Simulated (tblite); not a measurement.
# B15H15P16: the cost of one run

Computed with tblite 0.8.0 and PySCF 2.14.0 and routines of our own; the level stands in each step. Atoms count from 0.

### Step 1. The system as given

46 atoms, charge 0, multiplicity 1; geometry from: force field, distance geometry or constructed start.

### Step 2. Geometry optimisation with GFN2-xTB

The job: settings as JSON, then the geometry in Å.

```
{"job": {"kind": "relax", "xc": "GFN2-xTB", "basis": "xTB"}, "charge": 0, "multiplicity": 1}
P     -3.216700     2.560600    -0.001600
B     -4.835600     3.495000    -0.006900
P     -6.438000     2.560100     0.001000
B     -6.443900     0.706800    -0.006200
P     -4.833400    -0.228800     0.003400
B     -3.224900     0.701900    -0.002600
P      8.054100    -0.225900    -0.003300
B      6.446600     0.705100     0.001500
P      4.835100    -0.229700    -0.000400
B      4.829600    -2.088400     0.001600
P      6.441100    -3.018800    -0.002100
B      8.051500    -2.089600    -0.000000
P      3.218200     2.563100     0.005000
B      1.613000     3.491800    -0.002700
P     -0.002200     2.567500     0.000200
B     -0.001900     0.703000     0.006300
P      1.611200    -0.225700     0.000900
B      3.220500     0.699000    -0.001000
P     -8.054600    -0.225800     0.002500
B     -8.051200    -2.086700     0.002700
P     -6.445500    -3.013800     0.001500
B     -4.833300    -2.086100    -0.000200
P      6.446600     2.567000     0.006600
B      4.828200     3.488100    -0.001500
B     -1.610300     3.495000     0.000900
P     -1.616900    -0.228500     0.002500
B     -1.610100    -2.085300    -0.000700
P     -0.000600    -3.017000     0.001200
B      1.611400    -2.087200    -0.002000
P      3.222700    -3.017200     0.003400
P     -3.218000    -3.017000    -0.001100
H     -4.834300     4.663700     0.000200
H     -7.656700     3.262500    -0.001900
H      9.268600     0.471100     0.003700
H      6.444400    -4.415800    -0.003300
H      9.067800    -2.670400    -0.002900
H      1.610000     4.662500    -0.004100
H     -9.265600     0.474900    -0.002600
H     -9.066200    -2.676500    -0.000100
H     -6.448000    -4.414200     0.001200
H      7.655600     3.260100     0.003800
H      4.838300     4.656800     0.003700
H     -1.605900     4.663400    -0.003600
H      0.002600    -4.418100    -0.001800
H      3.217900    -4.415900     0.002400
H     -3.223500    -4.416000    -0.003400
```

Started as:

```
$ OMP_NUM_THREADS=4 python large_run.py task.json out
```

One launch serves the whole session: the jobs run in the order shown.

**Question.** How long does this first job take on 4 threads of Arm Neoverse N1, shared host, and how much memory does it need?

About 34 s, with a peak of 0.16 GiB.
